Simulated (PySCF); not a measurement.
# SnH2F (SMILES [F][SnH2]) at 6 levels

Aim: a comparison of 6 runs (UB3LYP/STO-6G, UPBE/STO-6G, UPBE0/STO-6G, USVWN5/STO-6G, NEVPT2(3,3)/STO-6G, FCI/STO-6G) of SnH2F. The job is set up through a Python script.

Program for the calculation: PySCF 2.14.0.

6 further runs of the same task are left out: 1 that didn't finish, 5 set aside as unsound or not needed.

### Step 1. Starting point

SnH2F: 4 atoms, total charge 0, spin state doublet. SMILES: `[F][SnH2]`. The Sn2–H3 distance was set to 4.834 Å, away from the relaxed value. At this shape a bond of the SMILES string is far longer than usual.

Bond lengths: F1–Sn2 1.932 Å, Sn2–H4 1.726 Å. Angles: F1–Sn2–H4 103.3°.

### Step 2. The energy at UB3LYP/STO-6G (run 1)

geometry.xyz reads:

```xyz
4

F     -3.633057     1.271972    -1.145635
Sn    -2.052157     1.219772    -2.254635
H      1.184100    -1.054400     0.524100
H     -1.684757     2.888172    -2.503035
```

calc.py reads:

```python
from pyscf import gto, dft

mol = gto.M(
    atom='geometry.xyz',
    spin=1,
    basis='sto-6g',
    verbose=3,
    max_memory=1860,
)

mf = dft.UKS(mol, xc='b3lyp')
mf.grids.level = 5
mf.conv_tol = 1e-10
mf.kernel()
if not mf.converged:
    mf = mf.newton().run(mf.mo_coeff, mf.mo_occ)

energy = mf.e_tot
print('E = %.10f Eh' % energy)
```

Command:

```sh
$ OMP_NUM_THREADS=1 python calc.py
```

The program printed:

```text
WARN: HOMO -0.420316549945034 >= LUMO -0.420316549945064

WARN: HOMO -0.0311805581252576 >= LUMO -0.0307591205290159

converged SCF energy = -6096.82343544981  <S^2> = 0.75000639  2S+1 = 2.0000064
E = -6096.8234354498 Eh
```

It took 18 s on 1 thread of Arm Neoverse V1, shared host; peak memory 0.27 GiB.

### Step 3. A single-point energy at UPBE/STO-6G (run 2)

job.py reads:

```python
from pyscf import gto, dft

molecule = gto.M(
    atom='''
F   -3.633057   1.271972  -1.145635
Sn  -2.052157   1.219772  -2.254635
H    1.184100  -1.054400   0.524100
H   -1.684757   2.888172  -2.503035
''',
    charge=0,
    basis='sto-6g',
    spin=1,
    verbose=3,
    max_memory=1860,
)

mf = dft.UKS(molecule)
mf.xc = 'pbe'
mf.grids.level = 5
mf.conv_tol = 1e-10
mf.kernel()
if not mf.converged:
    mf = mf.newton().run(mf.mo_coeff, mf.mo_occ)

energy = mf.e_tot
print('E(%s) = %.9f' % ('PBE', energy))
```

Command:

```sh
$ OMP_NUM_THREADS=1 python job.py
```

The program printed:

```text
WARN: HOMO -0.432652954521125 >= LUMO -0.432652954521078

converged SCF energy = -6096.15086006804  <S^2> = 0.75000016  2S+1 = 2.0000002
E(PBE) = -6096.150860068
```

It took 40 s on 1 thread of Arm Neoverse V1, shared host; peak memory 0.27 GiB.

### Step 4. The energy at UPBE0/STO-6G (run 3)

run.py reads:

```python
from pyscf import gto, dft

mol = gto.Mole()
mol.atom = '''
F     -6.865483     2.403679    -2.164936
Sn    -3.878015     2.305035    -4.260643
H      2.237625    -1.992527     0.990405
H     -3.183729     5.457854    -4.730051
'''
mol.verbose = 4
mol.basis = 'sto-6g'
mol.charge = 0
mol.max_memory = 1860
mol.unit = 'bohr'
mol.spin = 1
mol.build()

calc0 = dft.UKS(mol, xc='pbe0')
calc0.grids.level = 5
calc0.conv_tol = 1e-10
calc0.kernel()
if not calc0.converged:
    calc0 = calc0.newton().run(calc0.mo_coeff, calc0.mo_occ)

energy = calc0.e_tot
print('Final energy', energy)
```

Command:

```sh
$ OMP_NUM_THREADS=1 python run.py
```

The program printed:

```text
PySCF version 2.14.0

[... 52 lines left out ...]
WARN: HOMO -0.417956206419155 >= LUMO -0.417956206419192
[... 86 lines left out ...]
converged SCF energy = -6096.45326163426  <S^2> = 0.75000155  2S+1 = 2.0000015
Final energy -6096.45326163426
```

It took 15 s on 1 thread of Arm Neoverse V1, shared host; peak memory 0.27 GiB.

Runs 4 to 5 aren't shown in full; the table further down has their settings and results.

### Step 5. The energy at FCI/STO-6G (run 6)

calc.py reads:

```python
from pyscf import gto, scf, mcscf

mol = gto.M(
    atom='''
F   -3.633057   1.271972  -1.145635
Sn  -2.052157   1.219772  -2.254635
H    1.184100  -1.054400   0.524100
H   -1.684757   2.888172  -2.503035
''',
    spin=1,
    basis='sto-6g',
    max_memory=1860,
    verbose=3,
)

mf = scf.ROHF(mol)
mf.conv_tol = 1e-10
mf.kernel()
if not mf.converged:
    mf = mf.newton().run(mf.mo_coeff, mf.mo_occ)

cas = mcscf.CASCI(mf, mf.mo_coeff.shape[-1] - 19, (mol.nelec[0] - 19, mol.nelec[1] - 19))  # full CI above the frozen core
cas.fix_spin_(ss=0.75)
cas.kernel()
e_tot = cas.e_tot
print(f'total energy: {e_tot:.8f} hartree')
```

Command:

```sh
$ OMP_NUM_THREADS=1 python calc.py
```

The program printed:

```text
converged SCF energy = -6094.28679624596
CASCI E = -6094.36132952183  E(CI) = -128.242627211193  S^2 = 0.7500000
total energy: -6094.36132952 hartree
```

It took 37 s on 1 thread of Arm Neoverse V1, shared host; peak memory 0.26 GiB.

### Step 6. Overview of the runs

```
run               level  integration grid      active selection   energy (Eh)  dipole moment (D) of the reference  HOMO energy (eV)  LUMO energy (eV)  wall time
  1       UB3LYP/STO-6G                 5                     –  -6096.823435                                0.67             -2.34              0.70       18 s
  2         UPBE/STO-6G                 5                     –  -6096.150860                                0.83             -1.37              0.09       40 s
  3        UPBE0/STO-6G                 5                     –  -6096.453262                                0.74             -2.52              0.89       15 s
  4       USVWN5/STO-6G                 5                     –  -6090.295792                                0.99             -1.41             -0.09       12 s
  5  NEVPT2(3,3)/STO-6G                 –  mp2 natural orbitals  -6094.339388                                0.92                 –                 –      3.6 s
  6          FCI/STO-6G                 –                     –  -6094.361330                                0.92                 –                 –       37 s
```

### Step 7. Summary of results

| quantity | value |
| --- | --- |
| run 6: total energy | -6094.36133 Eh |
| run 6: dipole moment (Hartree–Fock density) | 0.92 D |
| run 6: correlation energy (19 core orbitals frozen) | -74.5 mEh |

Over runs 1, 2, 3, 4 the dipole moment (its size) runs from 0.67 D (UB3LYP/STO-6G) to 0.99 D (USVWN5/STO-6G). Totals of different functionals can't be ranked against each other. In runs 1, 2, 3, 4, 5, 6 the basis is minimal, so the values are rough. In runs 1, 2, 3, 4, 5, 6 relativity is left out where basis or elements ask for it. All runs together took 2.1 min, the longest 40 s.
